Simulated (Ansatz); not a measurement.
# ClF₂HHfS: one species, many methods

An exercise on one series of results from a longer session: the logs are not shown, and one member is left open.

Method: functionals in def2-TZVPP, the program's frozen cores in correlated methods; program: Ansatz 0.2.0, Gaussian basis.

Plan: LDA (SPW92), PBE-D4, revPBE-D4, BLYP-D4, r2SCAN-D4, B97M-V, PBE0-D4, B3LYP-D4, r2SCANh-D4, r2SCAN0-D4, HSE06-D4, BHLYP-D4, CAM-B3LYP-D4, LC-ωPBE, ωB97X-V, ωB97M-V, B2PLYP, PBE-QIDH; CCSD(T)/def2-SVP; CCSD(T)/def2-TZVPP; MP2/def2-QZVPP; extrapolation to the limit; RPA on PBE.

### Structure used throughout

All runs share one geometry, relaxed beforehand with PBE0-D4 in a triple-zeta def2 set. Hf takes the def2 core potential; no spin-orbit term is included.

SMILES `[F][Hf]([F])([SH])[Cl]`, 6 atoms, charge 0, spin multiplicity 1.

Atoms are counted from 1 here; the program's logs count them from 0.

Bond lengths: F1–Hf2 1.890 Å, Hf2–F3 1.887 Å, Hf2–S4 2.430 Å, Hf2–Cl5 2.338 Å, S4–H6 1.348 Å. Angles: F1–Hf2–F3 111.8°, F1–Hf2–S4 108.3°, F1–Hf2–Cl5 108.7°, F3–Hf2–S4 106.9°, F3–Hf2–Cl5 110.4°, S4–Hf2–Cl5 110.8°, Hf2–S4–H6 90.7°.

The first run:

in.yaml reads:

```yaml
crystal:
  periodic: [false, false, false]
  atoms:
    - {symbol: F, position_ang: [-0.570761, -1.671463, -0.919954]}
    - {symbol: Hf, position_ang: [0.396322, -0.147022, -0.361564]}
    - {symbol: F, position_ang: [2.241007, -0.509488, -0.195749]}
    - {symbol: S, position_ang: [-0.398743, 0.495421, 1.843324]}
    - {symbol: Cl, position_ang: [0.040000, 1.572650, -1.904927]}
    - {symbol: H, position_ang: [-1.665726, 0.196001, 1.492671]}
basis:
  gaussian: {orbitals: def2-TZVPP}
hamiltonian: {xc: lda}
output: {orbitals: {seedname: orbitals}}
```

Steps of the session up to this table: LDA; PBE-D4 (GGA); revPBE-D4 (GGA); BLYP-D4 (GGA); r2SCAN-D4 (meta-GGA); B97M-V (meta-GGA); PBE0-D4 (hybrid); B3LYP-D4 (hybrid); r2SCANh-D4 (hybrid); r2SCAN0-D4 (hybrid); HSE06-D4 (hybrid); BHLYP-D4 (hybrid); CAM-B3LYP-D4 (range-separated); LC-ωPBE-D4 (range-separated; the results give it without D4); ωB97X-V (range-separated); ωB97M-V (range-separated); B2PLYP (double hybrid); PBE-QIDH (double hybrid).

One of the session's tables, all rows but one given; the rest of the session is left out.

It belongs to the step «Orbital energies across the functionals». 

| functional | HOMO (eV) | LUMO (eV) | gap (eV) |
| --- | --- | --- | --- |
| LDA (SPW92) | -7.18 | -2.74 | 4.44 |
| PBE-D4 | -7.00 | -2.46 | 4.55 |
| revPBE-D4 | -6.94 | -2.35 | 4.59 |
| BLYP-D4 | -6.82 | -2.34 | 4.49 |
| r2SCAN-D4 | -7.32 | -2.26 | 5.05 |
| B97M-V | -7.35 | -2.22 | 5.13 |
| PBE0-D4 | -8.24 | -1.59 | 6.66 |
| B3LYP-D4 | -7.98 | -1.82 | 6.16 |
| r2SCANh-D4 | -7.77 | -1.95 | 5.82 |
| r2SCAN0-D4 | -8.45 | -1.46 | 6.99 |
| HSE06-D4 | -7.84 | -1.97 | 5.88 |
| BHLYP-D4 | -9.31 | -0.58 | 8.73 |
| CAM-B3LYP-D4 | -9.53 | -0.45 | 9.08 |
| LC-ωPBE | -10.93 | 0.79 | 11.72 |
| ωB97X-V | -10.55 | 0.68 | 11.23 |
| ωB97M-V | ? | ? | ? |

Q: Estimate the row for ωB97M-V from the others.

**Answer.** HOMO (eV): -10.38; LUMO (eV): 0.51; gap (eV): 10.90. In the column «HOMO (eV)» it lies between ωB97X-V (-10.55) and CAM-B3LYP-D4 (-9.53).
